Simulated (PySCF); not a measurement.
# (OMe)3Sn-NH-SiH3: geometry, NMR shifts and electronic excitations

Aim: predict the NMR shifts and electronic excitations of (OMe)3Sn-NH-SiH3.

Programs: PySCF 2.14.0, with density-fitted response routines of our own. Each step states its level of theory. These are calculated values for one molecule in the gas phase, unless marked as measured. Atoms count from 0, in the outputs and in this text.

## Step 1: The starting structure

22 atoms, charge 0, multiplicity 1; geometry from: GFN2-xTB. The atoms were then displaced at random by about 0.03 Å, so the start is not that level's minimum.

Bonds of the start (Å): Sn0–O1 2.00, Sn0–O3 1.92, Sn0–O5 1.92, Sn0–N7 2.06, O1–C2 1.37, C2–H9 1.07, C2–H10 1.15, C2–H11 1.09, O3–C4 1.38, C4–H12 1.10, C4–H13 1.09, C4–H14 1.06, O5–C6 1.41, C6–H15 1.15, C6–H16 1.07, C6–H17 1.10, N7–Si8 1.81, N7–H18 0.98, Si8–H19 1.41, Si8–H20 1.56, Si8–H21 1.37.

## Step 2: Optimising the geometry at PBE0-D3(BJ)/def2-SVP

Job settings and geometry (Å):

```
{"job": {"xc": "PBE0", "basis": "def2-SVP", "d3": "d3bj", "grid": 1, "maxiter": 40, "shake": 0.03, "kind": "geom"}, "charge": 0, "multiplicity": 1}
Sn     0.062010     0.359790    -0.214790
O      0.942620     1.439300    -1.647180
C      2.296550     1.454110    -1.844290
O     -0.633880    -1.316340    -0.846280
C      0.013570    -2.369880    -1.455690
O      1.366600     0.074090     1.167670
C      1.093720    -0.433830     2.457150
N     -1.557380     1.468680     0.425260
Si    -3.094660     0.663700     0.940150
H      2.550860     2.284330    -2.468160
H      2.867060     1.620650    -0.856940
H      2.729080     0.535540    -2.253010
H     -0.735850    -3.176310    -1.531540
H      0.833540    -2.627850    -0.792790
H      0.353760    -2.111250    -2.424590
H      0.387700     0.280800     3.018620
H      2.021210    -0.445010     2.986430
H      0.596980    -1.409610     2.436190
H     -1.745200     2.256920    -0.118200
H     -2.814940    -0.235500     1.990700
H     -3.805450    -0.067870    -0.233820
H     -3.891920     1.710500     1.308070
```

Launch:

```
> OMP_NUM_THREADS=1 python probes_run.py task.json out
```

The driver reads the jobs from task.json and runs them one after another.

Output:

```text
step   0  E = -905.38608692  max force = 0.066528
step   1  E = -905.41398446  max force = 0.017865
step   2  E = -905.41597086  max force = 0.004787
step   3  E = -905.41667433  max force = 0.004707
step   4  E = -905.41715193  max force = 0.003216
step   5  E = -905.41752474  max force = 0.002801
step   6  E = -905.41774012  max force = 0.002306
step   7  E = -905.41785899  max force = 0.002058
step   8  E = -905.41792356  max force = 0.001145
step   9  E = -905.41796003  max force = 0.000784
step  10  E = -905.41797755  max force = 0.000549
step  11  E = -905.41798989  max force = 0.000392
optimisation converged
```

Wall time 14 min (1 thread of AMD EPYC, shared host); peak memory 1 GiB.

Relaxation path:

```csv
step,energy from step 0 (eV),largest force component (eV/Å)
0,0.0000,3.4210
1,-0.7591,0.9187
2,-0.8132,0.2462
3,-0.8323,0.2420
4,-0.8453,0.1654
5,-0.8555,0.1440
6,-0.8613,0.1186
7,-0.8646,0.1058
8,-0.8663,0.0589
9,-0.8673,0.0403
10,-0.8678,0.0282
11,-0.8681,0.0202
```

Close pairs (by a distance rule), those that changed most:

```csv
bond,before (Å),after (Å),change (Å)
Si8–H21,1.366,1.496,+0.130
Si8–H19,1.411,1.491,+0.081
N7–Si8,1.810,1.743,-0.067
Sn0–N7,2.064,2.000,-0.065
Si8–H20,1.555,1.497,-0.058
Sn0–O5,1.922,1.978,+0.056
Sn0–O3,1.922,1.971,+0.050
C2–H10,1.152,1.104,-0.048
```

The next job starts from the end point, and lists it.

```csv
at the end point,value
point group (found at 0.08 Å tolerance),C1
"rotational constants (GHz, main isotopes)","1.099, 0.658, 0.627"
dipole moment (D),1.09
```

## Step 3: Nuclear shieldings: PBE0/def2-TZVP+pcSseg-1

Job settings and geometry (Å):

```
{"job": {"kind": "nmr", "xc": "PBE0", "basis": {"default": "pcSseg-1", "Sn": "def2-TZVP"}}, "charge": 0, "multiplicity": 1}
Sn    -0.014420     0.446977    -0.315517
O      0.931090     1.545658    -1.641606
C      2.315877     1.419036    -1.848077
O     -0.713124    -1.278152    -0.964374
C      0.131896    -2.364068    -1.229684
O      1.362538     0.055992     1.050082
C      0.995593    -0.449667     2.304701
N     -1.625386     1.439221     0.331203
Si    -3.140562     0.743963     0.838704
H      2.667645     2.321753    -2.374343
H      2.886054     1.328964    -0.906436
H      2.564298     0.546763    -2.481490
H     -0.489951    -3.266634    -1.350801
H      0.854221    -2.561476    -0.415113
H      0.709556    -2.231860    -2.164332
H      0.250572     0.183281     2.824156
H      1.895390    -0.490125     2.941207
H      0.582389    -1.475467     2.249894
H     -1.584563     2.439803     0.156713
H     -2.851327    -0.618446     1.372242
H     -4.158313     0.626183    -0.252451
H     -3.733495     1.593261     1.918280
```

With the program's defaults for keys left out, this is: GIAO PBE0/pcSseg-1 Sn:def2-TZVP NMR shielding, scalar relativity only through core potentials, gas phase.

Output:

```text
coarse grid: 82776 points
cycle   1  E = -902.4411522263  dE = -3.316e+01  |g| = 3.354e+00  |ddm| = 3.129e+01
cycle   2  E = -798.2285825880  dE =  1.042e+02  |g| = 1.626e+01  |ddm| = 1.016e+02
cycle   3  E = -905.1496453717  dE = -1.069e+02  |g| = 1.692e+00  |ddm| = 1.010e+02
cycle   4  E = -905.6320689545  dE = -4.824e-01  |g| = 8.024e-01  |ddm| = 2.081e+00
cycle   5  E = -905.7527353246  dE = -1.207e-01  |g| = 2.847e-01  |ddm| = 7.678e-01
cycle   6  E = -905.7692566237  dE = -1.652e-02  |g| = 1.302e-01  |ddm| = 3.618e-01
cycle   7  E = -905.7720243429  dE = -2.768e-03  |g| = 4.295e-02  |ddm| = 1.156e-01
cycle   8  E = -905.7723515008  dE = -3.272e-04  |g| = 1.181e-02  |ddm| = 3.985e-02
cycle   9  E = -905.7723775156  dE = -2.601e-05  |g| = 3.759e-03  |ddm| = 1.015e-02
cycle  10  E = -905.7723798332  dE = -2.318e-06  |g| = 1.575e-03  |ddm| = 3.986e-03
final grid: 174048 points
cycle  11  E = -905.7724061904  dE =  6.873e-07  |g| = 2.635e-03  |ddm| = 3.962e-03
cycle  12  E = -905.7724034942  dE =  2.696e-06  |g| = 4.664e-03  |ddm| = 5.559e-03
cycle  13  E = -905.7724074435  dE = -3.949e-06  |g| = 2.618e-04  |ddm| = 3.457e-03
cycle  14  E = -905.7724074564  dE = -1.290e-08  |g| = 5.265e-05  |ddm| = 2.633e-04
cycle  15  E = -905.7724074569  dE = -4.911e-10  |g| = 1.143e-05  |ddm| = 4.347e-05
converged SCF energy = -905.7724074569

GIAO shielding tensors (ppm)
atom      isotropic    diamagn.    paramagn.     s11        s22        s33       span
  0 Sn         nan         nan         nan        nan        nan        nan        nan
  1 O      292.025     398.663    -106.637    211.999    284.762    379.316    167.317
  2 C      126.755     242.350    -115.594     95.437    101.094    183.736     88.299
  3 O      290.711     400.304    -109.593    223.593    279.685    368.856    145.262
  4 C      127.797     242.832    -115.036     97.909    101.707    183.774     85.865
  5 O      307.072     399.900     -92.828    234.595    314.795    371.827    137.232
  6 C      128.539     243.084    -114.544     99.518    102.762    183.339     83.821
  7 N      265.172     326.952     -61.781    233.901    259.652    301.962     68.062
  8 Si     396.538     878.925    -482.387    350.434    370.231    468.948    118.514
  9 H       27.532      27.078       0.453     22.933     24.376     35.286     12.353
 10 H       27.087      29.879      -2.792     21.344     25.695     34.223     12.878
 11 H       27.426      29.331      -1.905     22.826     24.645     34.807     11.982
 12 H       27.362      28.092      -0.730     22.827     24.205     35.053     12.227
 13 H       27.162      30.732      -3.571     21.833     25.317     34.336     12.502
 14 H       27.279      29.379      -2.100     22.538     24.552     34.749     12.211
 15 H       27.240      30.122      -2.882     22.199     25.352     34.170     11.971
 16 H       27.322      27.928      -0.606     22.746     24.201     35.018     12.272
 17 H       27.361      30.560      -3.199     22.620     24.833     34.631     12.011
 18 H       31.807      32.271      -0.464     21.141     28.723     45.557     24.416
 19 H       26.601      30.399      -3.798     22.597     26.141     31.064      8.467
 20 H       26.474      28.141      -1.667     22.484     24.251     32.687     10.203
 21 H       26.449      27.566      -1.118     22.615     24.244     32.487      9.871
```

It took 3.6 min on 1 thread of AMD EPYC, shared host; peak memory 1.5 GiB.

Shifts follow as δ = σ(reference) − σ, with reference shieldings (ppm) from runs at the same level and on the same kind of geometry: 1H TMS 31.27, 13C TMS 184.4, 29Si TMS 352.0, 15N NH3 265.7, 17O H2O 334.6. The references are single molecules in the gas phase, so shifts against H2O, NH3, PH3, H3PO4 or CFCl3 are not on the usual liquid scales and can be off by tens of ppm. Atoms listed in one row are averaged.

```csv
atoms,environment,σ (ppm),δ (ppm)
"C2, C4, C6","carbon bonded to O, 3 H",127.7,56.7
"H19, H20, H21",hydrogen on a silicon bonded to N,26.51,4.76
"H9, H10, H11, H12, H13 and 4 more",hydrogen on a carbon bonded to O,27.31,3.96
H18,"hydrogen on a nitrogen bonded to Si, Sn",31.81,-0.54
"O1, O3, O5","oxygen bonded to C, Sn",296.6,38.0
N7,"nitrogen bonded to Si, Sn, H",265.2,0.5
Si8,"silicon bonded to N, 3 H",396.5,-44.5
```

Atoms past Kr carry core potentials, so their printed shieldings have no meaning and are left out of the table.

The run also stored atomic charges by several schemes (e):

```csv
atoms,Mulliken,ESP fit
Sn0,1.41,1.18
"O1, O3, O5",-0.66,-0.44
"C2, C4, C6",-0.03,-0.12
N7,-0.85,-0.86
Si8,0.62,0.52
```

Mayer bond orders: Sn0–O1 0.90, Sn0–O3 0.88, Sn0–O5 0.86, Sn0–N7 0.91, O1–C2 0.91, O3–C4 0.92, O5–C6 0.92, N7–Si8 0.93.

With diffuse functions Mulliken charges and Mayer bond orders lose their meaning; the other schemes are steadier.

Orbitals, density, ELF and potential are computed afterwards from the orbital file.

Frontier orbitals at PBE0/def2-TZVP+pcSseg-1, with the share of their density that lies nearest to each atom:

```csv
orbital,energy (eV),lies on
HOMO,-7.66,N7 54 %; H20 13 %; O5 7 %
LUMO,-1.40,"Sn0 29 %; O1, O3, O5 about 11 % each; N7 10 %"
```

ELF in a plane through or near 7 of the atoms.

Values, 10 rows by 14 columns:
```
0.00 0.00 0.00 0.00 0.00 0.00 0.00 0.00 0.00 0.00 0.00 0.00 0.00 0.00
0.00 0.00 0.00 0.00 0.00 0.00 0.01 0.00 0.00 0.00 0.00 0.00 0.00 0.00
0.00 0.00 0.00 0.00 0.00 0.95 0.98 0.04 0.00 0.00 0.00 0.00 0.00 0.00
0.00 0.00 0.00 0.00 0.01 0.89 0.93 0.03 0.01 0.20 0.77 0.03 0.00 0.00
0.00 0.00 0.00 0.00 0.00 0.01 0.15 0.47 0.05 0.97 1.00 0.60 0.00 0.00
0.00 0.00 0.08 0.97 0.53 0.12 0.52 0.70 0.27 0.28 0.12 0.34 0.06 0.00
0.00 0.00 0.03 0.74 0.24 0.66 0.39 0.18 0.58 0.86 0.18 0.99 0.76 0.00
0.00 0.00 0.13 0.99 0.76 0.74 0.57 0.02 0.94 0.43 0.06 0.55 0.09 0.00
0.00 0.00 0.00 0.86 0.27 0.01 0.02 0.00 0.20 0.01 0.00 0.00 0.00 0.00
0.00 0.00 0.00 0.00 0.00 0.00 0.00 0.00 0.00 0.00 0.00 0.00 0.00 0.00
```
The map spans 13.7 Å across and 10.8 Å up, centred on the molecule. Atoms in the plane (x, y in Å): Sn0 (-0.1, -0.5), O1 (-1.6, -1.8), N7 (1.6, -1.5), Si8 (3.2, -0.8), H9 (-3.4, -2.6), H13 (-1.1, 2.4), H19 (3.1, 0.7).

log10 of the density (e/Å³) in the same plane.

Ten even steps from ' ' (-4.0) to '@' (1.3):
```
                                                        
                                                        
                    ..::::....                          
                ..::--====--::..                        
                ::--++++++++--::..                      
                ::--++####++==--......::::....          
              ..::==++****++====--::--------::..        
              ..::--==++++++++++==--==++++++--::..      
          ..::::::----==++****++====++####**==--..      
        ..::--==----==++**####**++==**####**++--::..    
      ..::==++**++++++**%%@@@@##******####**++==--::    
      ..--++**####****##%%@@@@########%%@@##**++==::..  
      ..--==**##%%##%%%%####**##%%@@##****##**++==--..  
      ..--==**######%%%%##++++**####****++**++++--::..  
      ..--==**##****####++====++****++========--::..    
        ::==++**++++++++==----==++++==--------::....    
        ..--======------::::..::----::..........        
          ..::::::..                                    
                                                        
                                                        
```
The map spans 13.7 Å across and 10.8 Å up, centred on the molecule. Atoms in the plane (x, y in Å): Sn0 (-0.1, -0.5), O1 (-1.6, -1.8), N7 (1.6, -1.5), Si8 (3.2, -0.8), H9 (-3.4, -2.6), H13 (-1.1, 2.4), H19 (3.1, 0.7).

On the surface of density 0.002 e/bohr³ the electrostatic potential runs, from the 1st to the 99th percentile, from -1.36 V near O3 to 1.66 V near H18.

(Part 1 of 2 ends here.)
